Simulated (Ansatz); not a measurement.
# C2H7AlSSi: one species, many methods

The task here is to estimate one member of a computed series from the others.

Method: functionals in def2-TZVPP, the program's frozen cores in correlated methods; program: Ansatz 0.2.0, Gaussian basis.

Plan: LDA (SPW92), PBE-D4, revPBE-D4, BLYP-D4, r2SCAN-D4, B97M-V, PBE0-D4, B3LYP-D4, r2SCANh-D4, r2SCAN0-D4, HSE06-D4, BHLYP-D4, CAM-B3LYP-D4, LC-ωPBE, ωB97X-V, ωB97M-V, B2PLYP, PBE-QIDH; CCSD(T)/def2-SVP; CCSD(T)/def2-TZVPP; MP2/def2-QZVPP; extrapolation to the limit; RPA on PBE.

**The relaxed structure**

An earlier PBE0-D4 in a triple-zeta def2 set relaxation fixed the geometry.

SMILES `[SiH3]C[CH]1[AlH][S]1`, 12 atoms, charge 0, spin multiplicity 1.

Atoms are counted from 1 here; the program's logs count them from 0.

Bond lengths: Si1–C2 1.886 Å, Si1–H6 1.485 Å, Si1–H7 1.490 Å, Si1–H8 1.489 Å, C2–C3 1.515 Å, C2–H9 1.095 Å, C2–H10 1.097 Å, C3–Al4 1.923 Å, C3–S5 1.924 Å, C3–H11 1.090 Å, Al4–S5 2.116 Å, Al4–H12 1.570 Å. Angles: C2–Si1–H6 111.7°, C2–Si1–H7 110.1°, C2–Si1–H8 109.0°, H6–Si1–H7 108.5°, H6–Si1–H8 108.8°, H7–Si1–H8 108.6°, Si1–C2–C3 113.8°, Si1–C2–H9 108.6°, Si1–C2–H10 107.6°, C3–C2–H9 111.5°, C3–C2–H10 108.8°, H9–C2–H10 106.3°, C2–C3–Al4 126.3°, C2–C3–S5 114.3°, C2–C3–H11 111.8°, Al4–C3–S5 66.8°, Al4–C3–H11 118.5°, S5–C3–H11 107.9° and more.

Set-up of the first run:

Input file in.yaml:

```yaml
crystal:
  periodic: [false, false, false]
  atoms:
    - {symbol: Si, position_ang: [-1.039150, -0.844285, 1.390497]}
    - {symbol: C, position_ang: [0.518336, -0.275324, 0.491090]}
    - {symbol: C, position_ang: [0.289571, 0.074137, -0.965183]}
    - {symbol: Al, position_ang: [1.143286, 1.492924, -1.943515]}
    - {symbol: S, position_ang: [-0.851879, 1.597428, -1.245074]}
    - {symbol: H, position_ang: [-2.030605, 0.253278, 1.521657]}
    - {symbol: H, position_ang: [-0.693104, -1.334157, 2.754271]}
    - {symbol: H, position_ang: [-1.660192, -1.962096, 0.627225]}
    - {symbol: H, position_ang: [0.952946, 0.565869, 1.041834]}
    - {symbol: H, position_ang: [1.250310, -1.090964, 0.547909]}
    - {symbol: H, position_ang: [-0.128117, -0.764217, -1.522656]}
    - {symbol: H, position_ang: [2.325497, 2.232207, -2.664155]}
basis:
  gaussian: {orbitals: def2-TZVPP}
hamiltonian: {xc: lda}
output: {orbitals: {seedname: orbitals}}
```

Run with:

```sh
$ ansatz run in.yaml --threads 4 --pin off --events-out ev --progress --plain --max-ram 10444MiB
```

Steps of the session up to this table: LDA; PBE-D4 (GGA); revPBE-D4 (GGA); BLYP-D4 (GGA); r2SCAN-D4 (meta-GGA); B97M-V (meta-GGA); B3LYP-D4 (hybrid); r2SCANh-D4 (hybrid); r2SCAN0-D4 (hybrid); HSE06-D4 (hybrid); BHLYP-D4 (hybrid); CAM-B3LYP-D4 (range-separated); LC-ωPBE (range-separated); ωB97X-V (range-separated); ωB97M-V (range-separated); B2PLYP (double hybrid); PBE-QIDH (double hybrid).

One of the session's tables, all rows but one given; the rest of the session is left out.

It belongs to the step «Frontier levels by functional». 

```
  functional  HOMO (eV)  LUMO (eV)  gap (eV)
 LDA (SPW92)      -5.64      -2.38      3.25
      PBE-D4      -5.51      -2.15      3.36
   revPBE-D4      -5.45      -2.04      3.41
     BLYP-D4      -5.35      -2.01      3.34
   r2SCAN-D4      -5.69      -1.85      3.84
      B97M-V      -5.77      -2.03      3.74
     PBE0-D4          ?          ?         ?
    B3LYP-D4      -6.36      -1.60      4.77
  r2SCANh-D4      -6.08      -1.60      4.49
  r2SCAN0-D4      -6.68      -1.23      5.45
    HSE06-D4      -6.17      -1.77      4.40
    BHLYP-D4      -7.51      -0.64      6.87
CAM-B3LYP-D4      -7.80      -0.48      7.33
     LC-ωPBE      -9.09       0.58      9.67
     ωB97X-V      -8.77       0.46      9.23
     ωB97M-V      -8.62       0.20      8.82
```

**Question.** Estimate the row for PBE0-D4.

As computed: HOMO (eV): -6.56; LUMO (eV): -1.41; gap (eV): 5.16. In the column «HOMO (eV)» it lies between r2SCAN0-D4 (-6.68) and B3LYP-D4 (-6.36).
